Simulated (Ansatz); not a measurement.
# CSe: the cost of one run

Method: the levels named in each step, in Ansatz 0.2.0.

### Step 1. Starting point

Bond lengths: C1–Se2 1.654 Å.

As a file:

```xyz
2

C     0.0000    0.0000    0.0000
Se    0.0000    0.0000    1.6541
```

### Step 2. A rough first relaxation, PBE-D4/def2-SVP

This run stands in another session on the same molecule. It ended at:

```xyz
2

C     0.0000    0.0000   -0.0197
Se    0.0000    0.0000    1.6738
```

### Step 3. Relaxation, PBE0-D4/def2-TZVPP

This run stands in another session on the same molecule. It ended at:

```xyz
2

C     0.0000    0.0000   -0.0086
Se    0.0000    0.0000    1.6627
```

### Step 4. Frequencies, PBE0-D4/def2-TZVPP

Contents of input.yaml:

```yaml
crystal:
  periodic: [false, false, false]
  atoms:
    - { symbol: C, position_ang: [0.0, 0.0, -0.00860367] }
    - { symbol: Se, position_ang: [0.0, 0.0, 1.66269367] }
basis:
  gaussian: { orbitals: def2-TZVPP }
hamiltonian:
  xc: pbe0
  dispersion: d4
phonons: {}
```

Run with:

```bash
ansatz run input.yaml --threads 2 --pin off --max-ram 5120MiB --backend cpu --events-out ev --progress --plain --runs-dir out
```

What time and memory should one allow on 2 threads of Intel Xeon at 2.50GHz (Skylake/Cascade Lake), shared host?

About 17 s, with a peak of 0.14 GiB.
